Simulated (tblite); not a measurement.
# C6H12BNS: the cost of one run

Programs: tblite 0.8.0 and PySCF 2.14.0, with density-fitted response routines of our own. Each step states its level of theory. These are calculated values for one molecule in the gas phase, unless marked as measured. Atoms are numbered from 0 throughout.

## (1) The starting structure

21 atoms, charge 0, multiplicity 1; geometry from: force field or distance geometry start.

Bonds of the start (Å): C0–N1 1.45, N1–C2 1.47, N1–B3 1.54, B3–C4 1.57, C4–C5 1.34, C5–S6 1.81, S6–C7 1.83, C7–C8 1.53, C8–B3 1.61, C0–H9 1.11, C0–H10 1.12, C0–H11 1.11, C2–H12 1.12, C2–H13 1.10, C2–H14 1.12, C4–H15 1.09, C5–H16 1.09, C7–H17 1.11, C7–H18 1.11, C8–H19 1.10, C8–H20 1.11.

## (2) Geometry optimisation with GFN2-xTB

Job settings and geometry (Å):

```
{"job": {"kind": "relax", "xc": "GFN2-xTB", "basis": "xTB"}, "charge": 0, "multiplicity": 1}
C     -2.216200    -0.039200    -0.999700
N     -1.448900    -0.415400     0.175600
C     -1.899200     0.309000     1.374900
B      0.058000    -0.173000    -0.060200
C      0.623300     1.255300    -0.380400
C      1.892800     1.448100    -0.761900
S      3.002500     0.091200    -1.202800
C      2.521900    -0.951800     0.219700
C      1.071000    -1.422900     0.049600
H     -2.149000     1.053000    -1.203800
H     -3.298400    -0.291800    -0.844900
H     -1.884400    -0.609000    -1.888600
H     -1.838300     1.415500     1.241500
H     -1.312700     0.015800     2.263300
H     -2.971700     0.063300     1.584100
H     -0.015000     2.121500    -0.214100
H      2.281200     2.464800    -0.831500
H      3.179200    -1.850800     0.243900
H      2.643400    -0.395000     1.174600
H      0.975400    -2.033600    -0.864900
H      0.776400    -2.038100     0.924900
```

On the command line:

```sh
OMP_NUM_THREADS=1 python probes_run.py task.json out
```

One launch serves the whole session: the jobs run in the order shown.

**Question.** How long does this first job take on 1 thread of Arm Neoverse N1, shared host, and how much memory does it need?

About 2 s, with a peak of 0.18 GiB.
